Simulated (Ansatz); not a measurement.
# GdIn3: the cost of one run

All numbers are computed with Ansatz 0.2.0, driven from Python. The levels of theory stand in the script.

## Step 1: The system

The structure is cubic, space group Pm-3m (No. 221). The conventional cell has a = 4.639 Å, b = 4.639 Å, c = 4.639 Å, α = 90.00°, β = 90.00°, γ = 90.00°. Gd (site symmetry m-3m) is surrounded by 12 In at 3.28 Å. In (site symmetry 4/mmm) has 4 Gd at 3.28 Å and 8 In at 3.28 Å as nearest neighbours.

No structure file is read: the coordinates are typed or built in the script.

## Step 2: The code

gdin3_lattice.py

```python
'''Relaxed cell of GdIn3 under several functionals.'''

import ansatz as az
import numpy as np

def edges_and_angles(cell):
    cell = np.asarray(cell)
    a, b, c = np.linalg.norm(cell, axis=1)
    cosines = cell[1] @ cell[2] / (b * c), cell[0] @ cell[2] / (a * c), cell[0] @ cell[1] / (a * b)
    return (a, b, c, *np.degrees(np.arccos(cosines)))

crystal = (
    az.Lattice.cubic(4.63934)
    .space_group(221)
    .atom('Gd', (0.0, 0.0, 0.0))
    .atom('In', (0.5, 0.0, 0.5))
    .moments(Gd=7)
)

job = crystal.calculation()
job = job.eigensolver('auto', mixed_precision=False).occupations('fermi_dirac', width=0.01)
job = job.kpoints(density=4.3)
job = job.spin('collinear')
job = job.relax(cell=True, force_tolerance=0.1)

levels = [('pbesol', 'd3bj'), ('lda', 'none'), ('pbesol', 'none')]
print('level            a       b       c    alpha   beta  gamma  V/atom  steps')
for name, dispersion in levels:
    seen = []
    run = job.functional(name, dispersion=dispersion).session().plan()
    out = run.execute(on_event=lambda e: seen.append(e) if e['event'] == 'relax_step' else None)
    cell = out.lattice.cell_ang
    label = name if dispersion == 'none' else f'{name}+{dispersion}'
    print('{:13s} {:7.4f} {:7.4f} {:7.4f} {:6.2f} {:6.2f} {:6.2f}'.format(label, *edges_and_angles(cell)), f'{abs(np.linalg.det(cell)) / len(out.lattice.sites):7.3f} {len(seen):5d}')
```

## Step 3: The input behind the calls

The engine receives this input (first run):

```yaml
crystal:
  lattice:
    bravais: cubic
    a: 4.63934
  space_group: 221
  atoms:
    - { symbol: Gd, position: [0.0, 0.0, 0.0] }
    - { symbol: In, position: [0.5, 0.0, 0.5] }
kpoints:
  mp_grid:
    kspacing: 0.23255813953488372
hamiltonian:
  xc: pbesol
  dispersion: d3bj
magnetization:
  spin_polarized: true
  per_species:
    Gd: 7.0
scf:
  occupations:
    method: fermi_dirac
    width: 0.01
  eigensolver:
    kind: auto
    mixed_precision: false
relax:
  f_tol: 0.1
  cell: {}
```

## Step 4: Launch

Started as:

```sh
python gdin3_lattice.py
```

Q: Estimate wall time and peak memory on 1 thread of AMD EPYC 9R45 (Zen 5), shared host.

About 35 s, with a peak of 0.6 GiB.
